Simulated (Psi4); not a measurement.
# [SiCl3]+ (SMILES Cl[Si+](Cl)Cl): OMP2/aug-cc-pVDZ (density fitting for correlation)

Aim: the energy change on altering one bond length of [SiCl3]+ at OMP2/aug-cc-pVDZ (density fitting for correlation), from 2 runs. 

Program for the calculation: Psi4 1.11.

1 further run of the same task is left out (set aside as unsound or not needed).

### 1 The molecule

The species is [SiCl3]+ (4 atoms), meant as a singlet with charge +1. SMILES: `Cl[Si+](Cl)Cl`. The coordinates come from a PBE0-D4/def2-TZVP relaxation.

Bond lengths: Cl1–Si2 1.947 Å, Si2–Cl3 1.947 Å, Si2–Cl4 1.947 Å. Angles: Cl1–Si2–Cl3 120.0°, Cl1–Si2–Cl4 120.0°, Cl3–Si2–Cl4 120.0°.

### 2 The energy at OMP2/aug-cc-pVDZ (density fitting for correlation)

The input, cl3si.xyz:

```xyz
4
Cl3Si
Cl    -1.556000    -0.622300     0.990900
Si     0.000000    -0.000100    -0.000100
Cl     1.772000    -0.669600     0.449500
Cl    -0.216000     1.292000    -1.440300
```

The input, cl3si_ase.py:

```python
import numpy as np
from ase.calculators.psi4 import Psi4
from ase.io import read

mol = read('cl3si.xyz')
calc = Psi4(atoms=mol, method='omp2', basis='aug-cc-pVDZ', memory='2200MB', num_threads=1, charge=1, multiplicity=1, label='psi4-calc')
calc.psi4.set_options({'puream': True, 'e_convergence': 1e-09, 'd_convergence': 1e-08, 'scf_type': 'pk', 'num_frozen_docc': 20})
mol.calc = calc

print(f'energy: {mol.get_potential_energy():.6f} eV')
```

Command:

```sh
$ python cl3si_ase.py
```

psi4-calc.dat:

```text
[...]
  Running in c1 symmetry.
[...]
  Nuclear repulsion =  330.127150927455659
[...]
  Multiplicity = 1
[...]
  Nalpha       = 32
  Nbeta        = 32
[...]
    Number of basis functions: 108
[...]
   @RHF iter   1: -1667.21826018159254    4.93491e-01   2.67303e-03 DIIS/ADIIS
[...]
   @RHF iter  10: -1667.27887907302033   -7.50333e-12   1.93742e-09 DIIS
[...]
    Orbital Energies [Eh]
    ---------------------
    Doubly Occupied:
       1A   -105.092483     2A   -105.092482     3A   -105.092479
       4A    -69.194412     5A    -10.820042     6A    -10.820041
       7A    -10.820036     8A     -8.287300     9A     -8.287299
      10A     -8.287295    11A     -8.284092    12A     -8.284092
      13A     -8.284088    14A     -8.283738    15A     -8.283738
      16A     -8.283735    17A     -6.528426    18A     -4.635406
      19A     -4.634588    20A     -4.634588    21A     -1.398772
      22A     -1.352467    23A     -1.352464    24A     -0.931979
      25A     -0.818583    26A     -0.818580    27A     -0.765301
      28A     -0.728656    29A     -0.728654    30A     -0.713321
      31A     -0.713318    32A     -0.690987
[...]
  @RHF Final Energy: -1667.27887907302033
   => Energetics <=
    Nuclear Repulsion Energy =            330.1271509274556593
    One-Electron Energy =               -2948.9251704990992948
    Two-Electron Energy =                 951.5191404986231873
    Total Energy =                      -1667.2788790730205619
[...]
 Multipole Moments:
 ------------------------------------------------------------------------------------
     Multipole            Electronic (a.u.)      Nuclear  (a.u.)        Total (a.u.)
 ------------------------------------------------------------------------------------
 L = 1.  Multiply by 2.5417464519 to convert [e a0] to [Debye]
 Dipole X            :          0.0000159            0.0000000            0.0000159
 Dipole Y            :         -0.0001166           -0.0000794           -0.0001960
 Dipole Z            :         -0.0001292           -0.0000794           -0.0002086
 Magnitude           :                                                    0.0002867
[...]
	Warning: cc_lambda option is changed to TRUE
	For this residual convergence, default PCG convergence is:     1.00e-07
[...]
	DF-MP2 Total Energy (a.u.)         : -1667.78679958238922
[...]
	DF-MP2 Total Energy (a.u.)         : -1667.79191838915858
[...]
	DF-OMP2 Total Energy (a.u.)        : -1667.79191838914517
[...]
```

The script printed:

```text
energy: -45382.929700 eV
```

Wall time 1.7 min (1 thread of AMD EPYC 7R43 (Zen 3), shared host); peak memory 0.57 GiB.

### 3 The distorted shape, same level

The input, job.py:

```python
import psi4

psi4.set_memory('2200 MB')
psi4.set_num_threads(1)
psi4.core.set_output_file('output.dat', False)

m = psi4.geometry("""
1 1
Cl    -2.87919050    -1.54221494     2.28074447
Si     0.06122335    -0.36642734     0.40802589
Cl     3.40981804    -1.63159898     1.25764675
Cl    -0.40818084     2.44152615    -2.72177254
units bohr
symmetry c1
no_reorient
no_com
""")

psi4.set_options({
    'basis': 'aug-cc-pVDZ',
    'puream': True,
    'e_convergence': 1e-09,
    'd_convergence': 1e-08,
    'scf_type': 'pk',
    'num_frozen_docc': 20,
})

result, w = psi4.energy("omp2", molecule=m, return_wfn=True)
print(f'total energy {result:.8f} hartree = {result * 27.211386:.5f} eV')
```

Command:

```sh
$ python job.py
```

output.dat:

```text
[...]
  Running in c1 symmetry.
[...]
  Nuclear repulsion =  315.293458596224582
[...]
  Multiplicity = 1
[...]
  Nalpha       = 32
  Nbeta        = 32
[...]
    Number of basis functions: 108
[...]
   @RHF iter   1: -1667.17136239890760    2.37906e-01   3.00628e-03 DIIS/ADIIS
[...]
   @RHF iter  11: -1667.25437613475810   -1.70530e-11   7.73758e-09 DIIS
[...]
    Orbital Energies [Eh]
    ---------------------
    Doubly Occupied:
       1A   -105.105220     2A   -105.105216     3A   -105.074786
       4A    -69.215654     5A    -10.832351     6A    -10.832346
       7A    -10.795775     8A     -8.299603     9A     -8.299600
      10A     -8.296324    11A     -8.296321    12A     -8.295952
      13A     -8.295948    14A     -8.262942    15A     -8.259812
      16A     -8.259586    17A     -6.544297    18A     -4.651732
      19A     -4.650964    20A     -4.649139    21A     -1.396058
      22A     -1.362345    23A     -1.297460    24A     -0.930797
      25A     -0.819099    26A     -0.790748    27A     -0.761785
      28A     -0.722287    29A     -0.718975    30A     -0.717640
      31A     -0.681131    32A     -0.676257
[...]
  @RHF Final Energy: -1667.25437613475810
   => Energetics <=
    Nuclear Repulsion Energy =            315.2934585962245819
    One-Electron Energy =               -2919.2993695400764409
    Two-Electron Energy =                 936.7515348090936413
    Total Energy =                      -1667.2543761347578766
[...]
 Multipole Moments:
 ------------------------------------------------------------------------------------
     Multipole            Electronic (a.u.)      Nuclear  (a.u.)        Total (a.u.)
 ------------------------------------------------------------------------------------
 L = 1.  Multiply by 2.5417464519 to convert [e a0] to [Debye]
 Dipole X            :         -2.8348883            2.9387208            0.1038325
 Dipole Y            :         16.9576542          -17.5788748           -0.6212207
 Dipole Z            :        -18.9028202           19.5948800            0.6920598
 Magnitude           :                                                    0.9357580
[...]
	Warning: cc_lambda option is changed to TRUE
	For this residual convergence, default PCG convergence is:     1.00e-07
[...]
	DF-MP2 Total Energy (a.u.)         : -1667.76647835947347
[...]
	DF-MP2 Total Energy (a.u.)         : -1667.77299798021477
[...]
	DF-OMP2 Total Energy (a.u.)        : -1667.77299798020840
[...]
```

Standard output:

```text
total energy -1667.77299798 hartree = -45382.41481 eV
```

It took 1.9 min on 1 thread of AMD EPYC 7R43 (Zen 3), shared host; peak memory 0.52 GiB.

### 4 Summary of results

At OMP2/aug-cc-pVDZ (density fitting for correlation), 20 core orbitals frozen:

| quantity | value |
| --- | --- |
| first shape: total energy | -1667.79192 Eh |
| first shape: HOMO energy (Hartree–Fock orbitals) | -18.80 eV |
| first shape: LUMO energy (Hartree–Fock orbitals) | -4.91 eV |
| first shape: HOMO–LUMO gap (Hartree–Fock orbitals) | 13.90 eV |
| first shape: correlation energy (20 core orbitals frozen) | -513.0 mEh |
| distorted shape: total energy | -1667.77300 Eh |
| distorted shape: HOMO energy (Hartree–Fock orbitals) | -18.40 eV |
| distorted shape: LUMO energy (Hartree–Fock orbitals) | -5.36 eV |
| distorted shape: HOMO–LUMO gap (Hartree–Fock orbitals) | 13.04 eV |
| distorted shape: correlation energy (20 core orbitals frozen) | -518.6 mEh |
| energy change with the Si2–Cl4 bond stretched from 1.947 to 2.239 Å | 0.515 eV |

**Reading.** With the Si2–Cl4 bond stretched from 1.947 to 2.239 Å the energy rises by 0.51 eV (11.9 kcal/mol). The first shape isn't relaxed at this level, so the change isn't measured from a minimum.
